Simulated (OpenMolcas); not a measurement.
# Tm³⁺ among point charges: CASSCF levels and susceptibility

How does a field of 8 point charges split the states of Tm³⁺, and what χT follows?

The numbers are computed with OpenMolcas 26.06 (state-averaged CASSCF, spin-orbit coupling by RASSI with atomic mean-field integrals), except any that are marked as measured or tabulated.

## (1) Starting point

```
Species                           : Tm³⁺ (thulium, Z = 69, 66 electrons)
Basis                             : ANO-RCC-VDZP [7s6p4d2f1g], 68 functions
Scalar Hamiltonian                : DKH2, point nucleus
Inactive shells                   : 1s 2s 2p 3s 3p 3d 4s 4p 4d 5s 5p
Active space                      : 12 electrons in 7 orbitals (4f)
Some configurations of this space : 4f12
Orbitals                          : optimised for the highest spin of each parity, averaged over all roots
```

The outer shells:

4f12
```
4f [↑↓][↑↓][↑↓][↑↓][↑↓][↑ ][↑ ]
```

The ion sits among 8 point charges of -0.5 e arranged as a square antiprism (D4d), 2.22 Å from the ion, with a polar angle of 62.5° against the regular 57.3°.

Each step is its own input file, run in one work folder so that later steps find the files of earlier ones. Labels, J, g values, rates, χT and fits are worked out afterwards by a script from the matrices that RASSI stores.

## (2) Basis and integrals

a.inp reads:

```
&GATEWAY
Coord
1

Tm 0.0 0.0 0.0
Basis=ANO-RCC-VDZP
Group=NoSym
NoMove
AngMom=0.0 0.0 0.0
AMFI
XField
8 Angstrom 0
1.818559 0.753272 1.026559 -0.500000
-0.753272 1.818559 1.026559 -0.500000
-1.818559 -0.753272 1.026559 -0.500000
0.753272 -1.818559 1.026559 -0.500000
1.818559 -0.753272 -1.026559 -0.500000
0.753272 1.818559 -1.026559 -0.500000
-1.818559 0.753272 -1.026559 -0.500000
-0.753272 -1.818559 -1.026559 -0.500000
&SEWARD
```

Started as:

```console
> OMP_NUM_THREADS=1 MOLCAS_MEM=2252 MOLCAS_PROJECT=a pymolcas a.inp > a.log
```

## (3) Reference wave functions, triplets, 21 roots

a.inp reads:

```
&RASSCF
FileOrb=start.orb
Symmetry=1
Spin=3
nActEl=12 0 0
Inactive=27
Ras2=7
CIRoot=21 21 1
SDav=21
CIMx=300
Iter=120 100
PrWF=0.3
OrbListing=Nothing
MaxOrb=0
>>> COPY $Project.JobIph JOB001
```

start.orb holds the contracted functions of the basis, ordered by shell, or the orbitals of the step before.

## (4) CASSCF: singlets, 28 roots

a.inp reads:

```
&RASSCF
FileOrb=start.orb
Symmetry=1
Spin=1
nActEl=12 0 0
Inactive=27
Ras2=7
CIRoot=28 28 1
SDav=28
CIMx=300
Iter=120 100
PrWF=0.3
OrbListing=Nothing
MaxOrb=0
CIOnly
>>> COPY $Project.JobIph JOB002
```

## (5) State interaction with spin-orbit coupling

a.inp reads:

```
&RASSI
NrOfJobIphs=2 21 27
1 2 3 4 5 6 7 8 9 10 11 12 13 14 15 16 17 18 19 20 21
1 2 3 4 5 6 7 8 9 10 11 12 13 14 15 16 17 18 19 20 21 22 23 24 25 26 27
IphNames
JOB001
JOB002
EJob
SpinOrbit
DIPRint=1.0
SOCoupling=1000.0
Subsets=2
Property=9
'ANGMOM' 1 'ANGMOM' 2 'ANGMOM' 3 'MLTPL  1' 1 'MLTPL  1' 2 'MLTPL  1' 3
'AMFI' 1 'AMFI' 2 'AMFI' 3
SOProperty=3
'ANGMOM' 1 'ANGMOM' 2 'ANGMOM' 3
```

**Question.** What will these runs give? Wanted: spin-free ground state; first state of the same spin within the active space; lowest level; next level.

As calculated:

| quantity | value |
| --- | --- |
| method | CASSCF |
| spin-free ground state | triplet, 2-fold in its orbital part |
| first state of the same spin within the active space | triplet at 333 cm⁻¹ |
| lowest level | 2-fold, g = 0.00, 0.00, 13.99 |
| next level | 281.5 cm⁻¹ |
| χT at 300 K | 7.01 cm³ K/mol |
| effective moment at 300 K | 7.49 μB |

**Reading.** The spin-free ground state (triplet) comes to 100 % from free-ion H terms and keeps the highest spin of the shell. The singlets rest on orbitals optimised for another spin in at least one step, which raises them against the optimised states. Not all states of the active space went into the spin-orbit step. This is an electrostatic model: the charges have no orbitals.
